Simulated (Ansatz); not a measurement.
# MgAu: a relaxation

Wanted: a converged relaxation for MgAu, and a check of what comes out. The structure is shown as the input types it.

Computed with Ansatz 0.2.0 (DFT, PBEsol, all-electron LAPW, scalar-relativistic, unless a step's input says otherwise).

**1. The structure to begin with**

It takes space group Pm-3m (No. 221, cubic). The conventional cell has a = 3.302 Å, b = 3.302 Å, c = 3.302 Å, α = 90.00°, β = 90.00°, γ = 90.00°. Mg (site symmetry m-3m) has 8 Au at 2.86 Å as nearest neighbours. Around Au (site symmetry m-3m) lie 8 Mg at 2.86 Å.

Coordinates:

```
Mg Au
1.0
     3.30189    0.00000    0.00000
     0.00000    3.30189    0.00000
     0.00000    0.00000    3.30189
Mg Au
1 1
Cartesian
  1.6509 1.6509 1.6509
  0.0000 0.0000 0.0000
```

**2. The calculation**

Input file input.yaml:

```yaml
crystal:
  lattice:
    - [3.301886497, 0.0, 0.0]
    - [0.0, 3.301886497, 0.0]
    - [0.0, 0.0, 3.301886497]
  atoms:
    - { symbol: Mg, position: [0.5, 0.5, 0.5] }
    - { symbol: Au, position: [0.0, 0.0, 0.0] }
kpoints:
  mp_grid: { grid: [10, 10, 10] }
scf:
  occupations: { method: fermi_dirac, width: 0.05 }
  max_iter: 80
hamiltonian:
  xc: pbesol
  pseudopotentials: { kind: all_electron, lapw: { basis_error: 0.001 } }
output:
  forces: true
  stress: true
relax:
  f_tol: 0.005
  max_steps: 80
  cell: {}
magnetization:
  spin_polarized: true
  initial_magnetization: 40
```

The run is started by

```bash
$ ansatz run input.yaml --threads 1 --pin off --max-ram 2048MiB --backend cpu --events-out ev --progress --plain --runs-dir out
```

What happens when this is run?

The run converged and reported no error, with warnings (seeded moment not kept). Its log warns: «the starting moments were not kept: the SCF closed with an absolute magnetisation of 2.4e-6 μB, where they sum to 40 μB in size (2 sites) ...»

The suspect setting: magnetization.spin_polarized is true; magnetization.initial_magnetization is 40. What could go wrong: unrealistic starting moment. The run ends with a total moment of 0.00 μB. The run converged, but that does not make its result sound.

To check: delete magnetization.spin_polarized and magnetization.initial_magnetization (the default then holds).
